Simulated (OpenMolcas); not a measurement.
**Rh⁵⁺ among point charges: CASSCF and CASPT2 levels and susceptibility**

How does a field of 2 point charges split the states of Rh⁵⁺, and what χT follows?

Method: state-averaged CASSCF and CASPT2, spin-orbit coupling by RASSI with atomic mean-field integrals. Code: OpenMolcas 26.06.

### 1 What is computed

| Quantity | Value |
| --- | --- |
| Species | Rh⁵⁺ (rhodium, Z = 45, 40 electrons) |
| Basis | ANO-RCC-VDZP [6s5p3d1f], 43 functions |
| Scalar Hamiltonian | DKH2, point nucleus |
| Inactive shells | 1s 2s 2p 3s 3p 3d 4s 4p |
| Active space | 4 electrons in 5 orbitals (4d) |
| Some configurations of this space | 4d⁴ |
| Orbitals | optimised for each spin and parity, averaged over all roots |

The outer shells:

4d4
```
4d [↑ ][↑ ][↑ ][↑ ][  ]
```

The ion sits among 2 point charges of -2 e arranged as a linear pair (D∞h), 2 Å from the ion.

The work runs as a chain of OpenMolcas steps in one folder; each step below is one input file. Labels, J, g values, rates, χT and fits are worked out afterwards by a script from the matrices that RASSI stores. The input lists half of the charges; inversion (Group=XYZ) makes the rest.

### 2 GATEWAY and SEWARD: basis and integrals

File a.inp:

```
&GATEWAY
Coord
1

Rh 0.0 0.0 0.0
Basis=ANO-RCC-VDZP
Group=XYZ
NoMove
AngMom=0.0 0.0 0.0
AMFI
XField
1 Angstrom 0
0.000000 0.000000 2.000000 -2.000000
&SEWARD
```

Launch:

```sh
OMP_NUM_THREADS=1 MOLCAS_MEM=1689 MOLCAS_PROJECT=a pymolcas a.inp > a.log
```

### 3 Reference wave functions, quintets of even parity, 5 roots

File a.inp:

```
&RASSCF
FileOrb=start.orb
Symmetry=1
Spin=5
nActEl=4 0 0
Inactive=9 9
Ras2=5 0
CIRoot=5 5 1
SDav=5
CIMx=300
Iter=120 100
PrWF=0.3
OrbListing=Nothing
MaxOrb=0
>>> COPY $Project.JobIph JOB001
```

start.orb holds the contracted functions of the basis, ordered by shell, or the orbitals of the step before.

### 4 Reference wave functions, triplets of even parity, 45 roots

File a.inp:

```
&RASSCF
FileOrb=start.orb
Symmetry=1
Spin=3
nActEl=4 0 0
Inactive=9 9
Ras2=5 0
CIRoot=45 45 1
SDav=45
CIMx=300
Iter=120 100
PrWF=0.3
OrbListing=Nothing
MaxOrb=0
>>> COPY $Project.JobIph JOB002
```

### 5 CASSCF: singlets of even parity, 50 roots

File a.inp:

```
&RASSCF
FileOrb=start.orb
Symmetry=1
Spin=1
nActEl=4 0 0
Inactive=9 9
Ras2=5 0
CIRoot=50 50 1
SDav=50
CIMx=300
Iter=120 100
PrWF=0.3
OrbListing=Nothing
MaxOrb=0
>>> COPY $Project.JobIph JOB003
```

### 6 RASSI: spin-orbit coupling between the states

File a.inp:

```
&RASSI
NrOfJobIphs=3 5 45 50
1 2 3 4 5
1 2 3 4 5 6 7 8 9 10 11 12 13 14 15 16 17 18 19 20 21 22 23 24 25 26 27
28 29 30 31 32 33 34 35 36 37 38 39 40 41 42 43 44 45
1 2 3 4 5 6 7 8 9 10 11 12 13 14 15 16 17 18 19 20 21 22 23 24 25 26 27
28 29 30 31 32 33 34 35 36 37 38 39 40 41 42 43 44 45 46 47 48 49 50
IphNames
JOB001
JOB002
JOB003
EJob
SpinOrbit
DIPRint=1.0
SOCoupling=1000.0
Subsets=2
Property=9
'ANGMOM' 1 'ANGMOM' 2 'ANGMOM' 3 'MLTPL  1' 1 'MLTPL  1' 2 'MLTPL  1' 3
'AMFI' 1 'AMFI' 2 'AMFI' 3
SOProperty=3
'ANGMOM' 1 'ANGMOM' 2 'ANGMOM' 3
```

### 7 CASPT2: IPEA 0.25, imaginary shift 0.1 (closed shells correlated: 4s 4p)

File a.inp:

```
>>> COPY JOB001 $Project.JobIph
&CASPT2
Multistate=5 1 2 3 4 5
NoMult
Frozen=8 6
IPEA=0.25
Imaginary=0.1
MaxIter=60
WThr=0.0 0.3 0.05
PrWF=0.5
NoMix
>>> COPY JOB002 $Project.JobIph
&CASPT2
Multistate=45 1 2 3 4 5 6 7 8 9 10 11 12 13 14 15 16 17 18 19 20 21 22
23 24 25 26 27 28 29 30 31 32 33 34 35 36 37 38 39 40 41 42 43 44 45
NoMult
Frozen=8 6
IPEA=0.25
Imaginary=0.1
MaxIter=60
WThr=0.0 0.3 0.05
PrWF=0.5
NoMix
>>> COPY JOB003 $Project.JobIph
&CASPT2
Multistate=50 1 2 3 4 5 6 7 8 9 10 11 12 13 14 15 16 17 18 19 20 21 22
23 24 25 26 27 28 29 30 31 32 33 34 35 36 37 38 39 40 41 42 43 44 45 46
47 48 49 50
NoMult
Frozen=8 6
IPEA=0.25
Imaginary=0.1
MaxIter=60
WThr=0.0 0.3 0.05
PrWF=0.5
NoMix
```

(Steps that only read results are left out.)

Q: Predict the outcome of this session. Wanted: spin-free ground state; first state of the same spin within the active space; lowest level; next level.

The runs gave:

| quantity | value |
| --- | --- |
| method | SS-CASPT2, IPEA 0.25, imaginary shift 0.1 (closed shells correlated: 4s 4p) |
| spin-free ground state | 5Sigma, 1-fold in its orbital part |
| first state of the same spin within the active space | 5Pi at 5930 cm⁻¹ |
| lowest level | 1-fold |
| next level | 174.9 cm⁻¹ |
| χT at 300 K | 1.84 cm³ K/mol |
| effective moment at 300 K | 3.83 μB |

Cost by method:

```
                                              method  time of its own steps  time with the reference
                                           A. CASSCF                   22 s                     22 s
B. SS-CASPT2, IPEA 0.25, imaginary shift 0.1, +4s 4p                    7 s                     29 s
```

Times are of one thread on a shared host.

What this shows: The spin-free ground state (5Sigma) comes to 100 % from free-ion D terms and keeps the highest spin of the shell. χT at 300 K is 1.84, against 3.01 cm³ K/mol for the spin alone, so spin-orbit coupling lowers it. An active space of the d shell alone favours high spin; real ions in strong fields can be low spin. CASPT2 does not keep the components of a term degenerate, and the means are used. The field of point charges can differ much from that of real complexes. With metal d orbitals alone active, the gaps between spin states are rough; where two lie within a few thousand cm-1, their order is open. This is an electrostatic model: the charges have no orbitals.
